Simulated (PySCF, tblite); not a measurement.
# C₃H₁₀PSi₂ radical: geometry, infrared bands and EPR parameters

Wanted: the infrared bands and EPR parameters of C₃H₁₀PSi₂ radical (`C=C[CH][Si@@H]([SiH3])P`), by calculation.

The runs use tblite 0.8.0 and PySCF 2.14.0, with density-fitted response routines of our own; the level of theory stands in each step. All values are computed, except where a source is named. Atoms are numbered from 0 throughout.

## 1. The molecule as given

16 atoms, charge 0, multiplicity 2; geometry from: force field or distance geometry start.

Bonds of the start (Å): C0–C1 1.35, C1–C2 1.46, C2–Si3 1.90, Si3–Si4 2.25, Si3–P5 2.12, C0–H6 1.08, C0–H7 1.08, C1–H8 1.09, C2–H9 1.11, Si3–H10 1.48, Si4–H11 1.47, Si4–H12 1.48, Si4–H13 1.45, P5–H14 1.42, P5–H15 1.41.

## 2. Optimising the geometry with GFN2-xTB

What the job is given:

```
{"job": {"kind": "relax", "xc": "GFN2-xTB", "basis": "xTB"}, "charge": 0, "multiplicity": 2}
C      3.033400    -0.820300     0.548200
C      1.942900    -0.227900     0.013100
C      0.652200    -0.149000     0.684900
Si    -0.710100     0.240400    -0.580000
Si    -2.337100    -1.225100    -0.057300
P     -1.318000     2.261100    -0.344700
H      3.922600    -0.799700    -0.062800
H      3.049700    -1.282300     1.520700
H      2.045100     0.215300    -0.975900
H      0.597500     0.522600     1.565500
H     -0.235500    -0.073000    -1.949100
H     -3.124200    -1.533200    -1.256500
H     -1.631900    -2.446500     0.400400
H     -3.111200    -0.644900     1.026200
H     -1.259400     2.895100     0.926500
H     -1.523600     3.076400    -1.470600
```

Launch:

```sh
> OMP_NUM_THREADS=1 python probes_run.py task.json out
```

This one command runs all jobs of the session in turn.

Log:

```text
step      E/eV     max force
  0    -470.90317    2.366
  1    -471.16057    1.749
  2    -471.38261    1.735
  3    -471.58862    2.327
  4    -472.07447    2.188
  5    -472.21841    2.398
  6    -472.42158    1.337
  7    -472.57045    1.084
  8    -472.74328    0.707
  9    -472.79799    0.624
 10    -472.88292    0.908
 11    -472.92316    0.767
 12    -472.95879    0.423
 13    -472.98037    0.351
 14    -472.99564    0.338
 15    -473.01049    0.308
 16    -473.02580    0.340
 17    -473.04180    0.382
 18    -473.05654    0.317
 19    -473.06818    0.274
 20    -473.07621    0.211
 21    -473.08210    0.193
 22    -473.08705    0.240
 23    -473.09165    0.206
 24    -473.09525    0.150
 25    -473.09782    0.119
 26    -473.09994    0.168
 27    -473.10222    0.182
 28    -473.10498    0.141
 29    -473.10806    0.155
 30    -473.11133    0.171
 31    -473.11502    0.225
 32    -473.11892    0.201
 33    -473.12227    0.140
 34    -473.12493    0.146
 35    -473.12733    0.136
 36    -473.12982    0.183
 37    -473.13241    0.160
 38    -473.13463    0.149
 39    -473.13640    0.152
 40    -473.13811    0.125
 41    -473.13990    0.128
 42    -473.14157    0.108
 43    -473.14299    0.091
 44    -473.14428    0.105
 45    -473.14558    0.098
 46    -473.14688    0.100
 47    -473.14814    0.092
 48    -473.14942    0.101
 49    -473.15099    0.098
 50    -473.15297    0.149
 51    -473.15493    0.126
 52    -473.15655    0.114
 53    -473.15810    0.110
 54    -473.15976    0.112
 55    -473.16136    0.114
 56    -473.16251    0.088
 57    -473.16323    0.066
 58    -473.16380    0.084
 59    -473.16441    0.113
 60    -473.16496    0.091
 61    -473.16538    0.049
 62    -473.16568    0.040
 63    -473.16600    0.059
 64    -473.16647    0.077
 65    -473.16698    0.068
 66    -473.16750    0.057
 67    -473.16802    0.069
 68    -473.16860    0.086
 69    -473.16931    0.080
 70    -473.17009    0.076
 71    -473.17075    0.065
 72    -473.17122    0.063
 73    -473.17169    0.059
 74    -473.17231    0.076
 75    -473.17315    0.086
 76    -473.17404    0.070
 77    -473.17481    0.059
 78    -473.17533    0.069
 79    -473.17587    0.065
 80    -473.17661    0.062
 81    -473.17784    0.082
 82    -473.17887    0.081
 83    -473.18013    0.082
 84    -473.18128    0.099
 85    -473.18217    0.073
 86    -473.18218    0.139
 87    -473.18323    0.077
 88    -473.18359    0.040
 89    -473.18409    0.039
 90    -473.18458    0.069
 91    -473.18522    0.065
 92    -473.18597    0.071
 93    -473.18687    0.059
 94    -473.18779    0.068
 95    -473.18873    0.079
 96    -473.18975    0.076
 97    -473.19071    0.108
 98    -473.19142    0.097
 99    -473.19258    0.100
100    -473.19328    0.039
101    -473.19371    0.040
102    -473.19397    0.033
103    -473.19414    0.037
104    -473.19424    0.044
105    -473.19450    0.034
106    -473.19498    0.050
107    -473.19553    0.052
108    -473.19587    0.047
109    -473.19610    0.041
110    -473.19649    0.060
111    -473.19707    0.078
112    -473.19787    0.076
113    -473.19860    0.109
114    -473.19882    0.091
115    -473.19942    0.037
116    -473.19963    0.035
117    -473.19999    0.035
118    -473.20031    0.046
119    -473.20085    0.068
120    -473.20147    0.057
121    -473.20219    0.172
122    -473.20304    0.077
123    -473.20414    0.045
124    -473.20457    0.037
125    -473.20468    0.029
126    -473.20485    0.026
127    -473.20499    0.024
128    -473.20514    0.018
129    -473.20521    0.014
130    -473.20525    0.010
```

Wall time 0.89 s (1 thread of Arm Neoverse V2, shared host).

Step by step: (not every step is listed)

| step | energy from step 0 (eV) | largest force (eV/Å) |
| --- | --- | --- |
| 0 | 0.0000 | 2.3656 |
| 1 | -0.2574 | 1.7488 |
| 2 | -0.4794 | 1.7352 |
| 3 | -0.6855 | 2.3273 |
| 4 | -1.1713 | 2.1882 |
| 5 | -1.3152 | 2.3979 |
| 6 | -1.5184 | 1.3365 |
| 7 | -1.6673 | 1.0839 |
| 8 | -1.8401 | 0.7071 |
| 19 | -2.1650 | 0.2740 |
| 30 | -2.2082 | 0.1714 |
| 41 | -2.2367 | 0.1277 |
| 52 | -2.2534 | 0.1138 |
| 63 | -2.2628 | 0.0587 |
| 74 | -2.2691 | 0.0756 |
| 85 | -2.2790 | 0.0728 |
| 96 | -2.2866 | 0.0758 |
| 107 | -2.2924 | 0.0524 |
| 118 | -2.2971 | 0.0461 |
| 125 | -2.3015 | 0.0294 |
| 126 | -2.3017 | 0.0257 |
| 127 | -2.3018 | 0.0242 |
| 128 | -2.3020 | 0.0178 |
| 129 | -2.3020 | 0.0141 |
| 130 | -2.3021 | 0.0101 |

Distances of close pairs at the start and the end, largest changes first:

| bond | before (Å) | after (Å) | change (Å) |
| --- | --- | --- | --- |
| Si3–P5 | 2.123 | 2.268 | +0.145 |
| Si3–Si4 | 2.251 | 2.339 | +0.088 |
| C1–C2 | 1.457 | 1.394 | -0.063 |
| C2–Si3 | 1.899 | 1.853 | -0.046 |
| P5–H14 | 1.422 | 1.382 | -0.039 |
| P5–H15 | 1.405 | 1.381 | -0.024 |
| C2–H9 | 1.109 | 1.085 | -0.024 |
| Si4–H12 | 1.483 | 1.464 | -0.019 |

The final coordinates are the input of the step that follows.

## 3. Vibrational analysis with GFN2-xTB

What the job is given:

```
{"job": {"kind": "ir", "xc": "GFN2-xTB", "basis": "xTB"}, "charge": 0, "multiplicity": 2}
C      3.119926    -0.497093     0.593641
C      1.999389    -0.376249    -0.165612
C      0.781054     0.113572     0.302610
Si    -0.765562     0.267520    -0.706912
Si    -2.441102    -1.228748    -0.055126
P     -1.627269     2.357376    -0.518186
H      4.042185    -0.871073     0.187502
H      3.120936    -0.217698     1.633511
H      2.046618    -0.670388    -1.206615
H      0.753375     0.399037     1.348852
H     -0.420201     0.161794    -2.136412
H     -3.374501    -1.517601    -1.144774
H     -1.854408    -2.502884     0.363263
H     -3.227936    -0.715643     1.069301
H     -1.754212     2.311094     0.857597
H     -0.405891     2.995929    -0.434052
```

Log:

```text
mode    cm-1     km/mol
  1     -18.9      0.03
  2      27.4      0.37
  3      82.5      1.17
  4      88.0      6.00
  5      91.8      5.38
  6     104.8      2.93
  7     186.0     11.55
  8     238.1      5.33
  9     354.1     18.28
 10     420.1     26.50
 11     429.0     11.30
 12     447.2      4.15
 13     471.4      1.36
 14     542.7      9.08
 15     573.6    167.70
 16     594.8     54.65
 17     661.2     11.33
 18     679.2     72.20
 19     706.3     88.63
 20     763.5    635.43
 21     793.8     57.51
 22     800.6     35.22
 23     801.3    129.86
 24     804.4     90.01
 25     977.5      8.15
 26     992.6      9.28
 27    1156.0     10.18
 28    1218.8      2.41
 29    1245.3      2.12
 30    1300.5      2.38
 31    1405.8      0.52
 32    1504.9      8.46
 33    2136.8    191.47
 34    2240.8    249.59
 35    2252.7    160.81
 36    2253.3    334.23
 37    2310.0    171.57
 38    2400.2    136.94
 39    3015.2     19.86
 40    3049.5     37.71
 41    3107.4     17.74
 42    3144.4     38.37
```

Wall time 0.54 s (1 thread of Arm Neoverse V2, shared host).

Which atoms move in the most intense modes:

| cm⁻¹ | km/mol | atoms |
| --- | --- | --- |
| 574 | 167.7 | H10 62 %, H14 16 % |
| 764 | 635.4 | H13 31 %, H12 27 %, H11 24 % |
| 2137 | 191.5 | H10 96 % |
| 2241 | 249.6 | H13 96 % |
| 2253 | 160.8 | H11 53 %, H12 44 % |
| 2253 | 334.2 | H12 52 %, H11 43 % |
| 2310 | 171.6 | H14 56 %, H15 40 % |
| 2400 | 136.9 | H15 56 %, H14 40 % |

## 4. EPR parameters: B3LYP/pcH-1

The job, as its differences from that of step 3:

```diff
@@ -1,2 +1,2 @@
-{"job": {"kind": "ir", "xc": "GFN2-xTB", "basis": "xTB"}, "charge": 0, "multiplicity": 2}
+{"job": {"kind": "epr", "basis": "pcH-1"}, "charge": 0, "multiplicity": 2}
 C      3.119926    -0.497093     0.593641
```

With the program's defaults for keys left out, this is: UKS B3LYP, pcH-1 on C H P Si, non-relativistic, mean-field spin-orbit, GIAO.

Log:

```text
UKS, coarse grid
  cycle   1  E = -1040.62152477  |g| = 2.98e-01
  cycle   2  E = -1040.60939499  |g| = 3.15e-01
  cycle   3  E = -1040.66262924  |g| = 5.12e-02
  cycle   4  E = -1040.66392302  |g| = 2.94e-02
  cycle   5  E = -1040.66441005  |g| = 1.02e-02
  cycle   6  E = -1040.66449582  |g| = 5.44e-03
  cycle   7  E = -1040.66452238  |g| = 1.86e-03
  cycle   8  E = -1040.66452652  |g| = 9.70e-04
UKS, final grid
  cycle   1  E = -1040.66450796  |g| = 1.28e-03
  cycle   2  E = -1040.66450716  |g| = 1.83e-03
  cycle   3  E = -1040.66450880  |g| = 1.28e-04
  cycle   4  E = -1040.66450881  |g| = 4.84e-05
  cycle   5  E = -1040.66450881  |g| = 3.65e-05
  cycle   6  E = -1040.66450881  |g| = 8.21e-06
E = -1040.66450881 Eh   <S^2> = 0.7743 (exact 0.7500)
g shifts (ppm)      1          2          3
  rmc          -138       -138       -138
  gc             13          7         33
  oz_so        -467        157        590
  total        -592         25        485
hyperfine (MHz)  atom isotope    a_iso     a_fc   dipolar eigenvalues
    0   13C      50.08      50.14    -47.65    -45.98     93.62
    1   13C     -44.61     -44.63    -27.47     10.82     16.65
    2   13C      56.47      56.55    -50.05    -47.95     97.99
    3  29Si      34.97      35.03     -2.02      0.67      1.35
    4  29Si     -40.19     -40.23     -7.49      3.46      4.02
    5   31P      -6.66      -6.43    -18.26    -16.65     34.91
    6    1H     -38.58     -38.59    -23.16     -0.56     23.72
    7    1H     -36.85     -36.86    -19.65     -1.84     21.49
    8    1H      11.08      11.08     -4.95     -1.41      6.36
    9    1H     -36.98     -36.99    -20.39     -2.02     22.40
   10    1H       2.72       2.72     -1.84     -1.82      3.65
   11    1H      10.53      10.53     -0.85     -0.41      1.26
   12    1H      -1.92      -1.92     -1.44     -0.67      2.10
   13    1H       1.30       1.30     -0.86     -0.61      1.46
   14    1H      -1.18      -1.18     -1.84     -0.59      2.44
   15    1H      -0.44      -0.44     -2.47     -0.51      2.98
```

It took 88 s on 1 thread of Arm Neoverse V2, shared host; peak memory 0.97 GiB.

Principal g values 2.00173, 2.00234, 2.00280; g(iso) = 2.00229, against 2.00232 for a free electron.

Mean a(iso) over the nuclei that a row names, and the largest dipolar term of the row (other rows stand at the frozen geometry):

| nuclei | isotope | a(iso) (MHz) | a(iso) (G, at g = 2.0023) | largest dipolar term (MHz) |
| --- | --- | --- | --- | --- |
| C2 | 13C | 56.5 | 20.2 | 98.0 |
| C0 | 13C | 50.1 | 17.9 | 93.6 |
| C1 | 13C | -44.6 | -15.9 | -27.5 |
| Si4 | 29Si | -40.2 | -14.3 | -7.5 |
| H6 | 1H | -38.6 | -13.8 | 23.7 |
| H9 | 1H | -37.0 | -13.2 | 22.4 |
| H7 | 1H | -36.9 | -13.2 | 21.5 |
| Si3 | 29Si | 35.0 | 12.5 | -2.0 |
| H8 | 1H | 11.1 | 4.0 | 6.4 |
| P5 | 31P | -6.7 | -2.4 | 34.9 |
| H11, H12, H13 | 1H | 3.3 | 1.2 | 2.1 |
| H10 | 1H | 2.7 | 1.0 | 3.7 |
| H14, H15 | 1H | -0.8 | -0.3 | 3.0 |

Mulliken spin populations:

C0 0.62; C1 -0.25; C2 0.66; Si3 -0.03; Si4 0.03; P5 0.04; H6 -0.03; H7 -0.03; H8 0.01; H9 -0.03; H10 0.00; H11 0.01; H12 0.00; H13 0.00; H14 0.00; H15 0.00

In first order the couplings over 0.8 MHz of 1H, 31P give 768 distinct lines over 51.5 G, if the averaged nuclei exchange fast; the same motion can average rows kept apart here too.

The fields below are evaluated on a grid from the run's orbitals.

ELF in a plane through or near 5 of the atoms.

Values, 10 rows by 14 columns:
```
0.00 0.00 0.00 0.00 0.00 0.00 0.00 0.00 0.00 0.00 0.00 0.00 0.00 0.00
0.00 0.00 0.00 0.00 0.00 0.00 0.02 0.36 0.09 0.20 0.11 0.00 0.00 0.00
0.00 0.00 0.00 0.00 0.00 0.00 0.62 1.00 0.83 0.87 0.91 0.12 0.00 0.00
0.00 0.00 0.00 0.01 0.01 0.04 0.02 0.47 0.13 0.28 0.90 0.19 0.00 0.00
0.00 0.00 0.10 0.45 0.50 0.55 0.71 0.38 0.66 0.49 0.05 0.00 0.00 0.00
0.00 0.05 0.98 0.95 0.82 0.35 0.60 0.42 0.56 0.90 0.30 0.13 0.00 0.00
0.00 0.01 0.94 0.81 0.30 0.42 0.13 0.07 0.51 0.08 0.97 0.96 0.07 0.00
0.00 0.00 0.00 0.02 0.03 0.01 0.00 0.04 0.89 0.67 0.46 0.58 0.01 0.00
0.00 0.00 0.00 0.00 0.00 0.00 0.00 0.01 0.40 0.20 0.01 0.00 0.00 0.00
0.00 0.00 0.00 0.00 0.00 0.00 0.00 0.00 0.00 0.00 0.00 0.00 0.00 0.00
```
The map spans 13.3 Å across and 11.2 Å up, centred on the molecule. Atoms in the plane (x, y in Å): C1 (-2.0, -0.3), Si3 (0.8, 0.2), P5 (1.8, 2.3), H6 (-4.1, -0.7), H15 (0.6, 3.0).

On the surface of density 0.002 e/bohr³ the electrostatic potential runs, from the 1st to the 99th percentile, from -0.88 V near P5 to 1.06 V near H13.

The spin density lies nearest to C0, C2 about 33 % each; C1 9 % (beta excess).

## 5. Outcome

```
                                                                  quantity                 value
                                 strongest single infrared mode (GFN2-xTB)  764 cm⁻¹, 635 km/mol
                                              zero-point energy (GFN2-xTB)         66.3 kcal/mol
                                                            g(iso) (B3LYP)               2.00229
                                                                      ⟨S²⟩    0.774 (exact 0.75)
                                        largest a(iso) (averaged by class)   13C on C2, 56.5 MHz
potential on the surface of density 0.002 e/bohr³, 1st and 99th percentile    -0.88 V and 1.06 V
```

The optimisation took 130 steps and gained 2.302 eV; among the close pairs (by a distance rule), Si3–P5 changed most, from 2.123 to 2.268 Å. The lowest mode is slightly imaginary (19i cm⁻¹), a soft motion within the noise of the Hessian, so the minimum is not strictly shown. The strongest single mode, at 764 cm⁻¹, has its largest shares on H13, H12 and H11 (the list is cut at 3 atoms). GFN2-xTB is a fitted tight-binding method: band positions and strengths are rough. Its intensities can rank the bands wrongly. The largest spin populations lie on C2 (0.66 e), C0 (0.62 e). The isotropic g lies 0.0 ppt below the free-electron value. The conformer search found further structures of the same energy, which may be mirror or relabelled copies of this one.
